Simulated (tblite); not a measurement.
# C4H16GeSi2: the cost of one run

The runs use tblite 0.8.0 and PySCF 2.14.0, with density-fitted response routines of our own; the level of theory stands in each step. All values are computed, except where a source is named. Atoms are numbered from 0 throughout.

## 1. The starting structure

23 atoms, charge 0, multiplicity 1; geometry from: force field or distance geometry start.

Bonds of the start (Å): C0–C1 1.49, C1–C2 1.52, C1–C3 1.52, C1–Si4 1.86, Si4–Si5 2.24, Si4–Ge6 2.29, C0–H7 1.12, C0–H8 1.12, C0–H9 1.09, C2–H10 1.09, C2–H11 1.10, C2–H12 1.13, C3–H13 1.10, C3–H14 1.11, C3–H15 1.12, Si4–H16 1.48, Si5–H17 1.47, Si5–H18 1.47, Si5–H19 1.48, Ge6–H20 1.53, Ge6–H21 1.56, Ge6–H22 1.55.

## 2. Optimising the geometry with GFN2-xTB

The job: settings as JSON, then the geometry in Å.

```
{"job": {"kind": "relax", "xc": "GFN2-xTB", "basis": "xTB"}, "charge": 0, "multiplicity": 1}
C     -1.275300     0.191300    -1.360600
C     -0.791600    -0.466800    -0.114700
C     -0.443100    -1.937200    -0.298400
C     -1.935800    -0.393200     0.887500
Si     0.648500     0.394500     0.691000
Si     0.757000     2.548300     0.075000
Ge     2.684300    -0.547800     0.215800
H     -2.102800    -0.448700    -1.748400
H     -1.745600     1.163200    -1.071500
H     -0.510900     0.367700    -2.112800
H      0.563400    -2.129100     0.087200
H     -0.461400    -2.220900    -1.362200
H     -1.179700    -2.557200     0.289000
H     -2.857200    -0.424300     0.292300
H     -1.892200    -1.233500     1.606200
H     -1.855900     0.586300     1.417400
H      0.450000     0.328300     2.151200
H      0.195800     2.716500    -1.272800
H      2.173100     2.931800     0.102100
H      0.039600     3.354800     1.087700
H      2.622100    -2.050800    -0.082400
H      3.575600    -0.375200     1.487000
H      3.337600     0.229100    -0.955700
```

Run with:

```bash
$ OMP_NUM_THREADS=1 python probes_run.py task.json out
```

This one command runs all jobs of the session in turn.

**Question.** How long does this first job take on 1 thread of Arm Neoverse V1, shared host, and how much memory does it need?

About 1.7 s, with a peak of 0.18 GiB.
